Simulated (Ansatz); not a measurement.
# CH5FOZn: the cost of one run

All numbers below are computed with Ansatz 0.2.0 (RKS PBE0-D4/def2-SVP).

1 further run of the same task is left out (it didn't finish).

## 1. The system as given

Bond lengths: Zn1–F2 2.127 Å, Zn1–C3 1.988 Å, Zn1–O5 2.196 Å, C3–H6 1.082 Å, C3–H7 1.082 Å, C3–H8 1.084 Å, O5–H9 0.955 Å. Angles: F2–Zn1–C3 134.5°, F2–Zn1–O5 67.1°, C3–Zn1–O5 149.0°, Zn1–C3–H6 111.2°, Zn1–C3–H7 111.2°, Zn1–C3–H8 107.8°, H6–C3–H7 108.9°, H6–C3–H8 108.7°, H7–C3–H8 108.9°, Zn1–O5–H9 125.7°.

As a file:

```xyz
9

Zn   -0.2519   -0.0202   -0.0488
F    -0.5718   -2.1195   -0.1643
C     0.3609    1.2209    1.3786
H    -0.2775   -1.7562   -1.2751
O    -0.0190   -0.8104   -2.0842
H    -0.3742    1.3027    2.1681
H     0.5590    2.2068    0.9803
H     1.2771    0.8202    1.7964
H    -0.7025   -0.8443   -2.7509
```

## 2. A restrained relaxation towards end A

Springs on the bonds that form and break draw the guess towards this end; the thresholds are loose.

The input, input.yaml:

```yaml
crystal:
  periodic: [false, false, false]
  atoms:
    - { symbol: Zn, position_ang: [-0.2519, -0.0202, -0.0488] }
    - { symbol: F, position_ang: [-0.5718, -2.1195, -0.1643] }
    - { symbol: C, position_ang: [0.3609, 1.2209, 1.3786] }
    - { symbol: H, position_ang: [-0.2775, -1.7562, -1.2751] }
    - { symbol: O, position_ang: [-0.019, -0.8104, -2.0842] }
    - { symbol: H, position_ang: [-0.3742, 1.3027, 2.1681] }
    - { symbol: H, position_ang: [0.559, 2.2068, 0.9803] }
    - { symbol: H, position_ang: [1.2771, 0.8202, 1.7964] }
    - { symbol: H, position_ang: [-0.7025, -0.8443, -2.7509] }
basis:
  gaussian: { orbitals: def2-SVP }
hamiltonian:
  xc: pbe0
  dispersion: d4
relax:
  f_tol: 0.15
  max_steps: 25
  restrain:
    - { distance: [0, 4], at: 3.18, k: 30.0 }
    - { distance: [3, 1], at: 2.18, k: 30.0 }
    - { distance: [0, 1], at: 1.79, k: 30.0 }
    - { distance: [3, 4], at: 0.97, k: 30.0 }
output:
  orbitals: {}
```

On the command line:

```
> ansatz run input.yaml --threads 2 --pin off --max-ram 3072MiB --backend cpu --events-out ev --progress --plain --runs-dir out
```

What time and memory should one allow on 2 threads of Intel Xeon Platinum 8488C (Sapphire Rapids), shared host?

About 21 s, with a peak of 0.24 GiB.
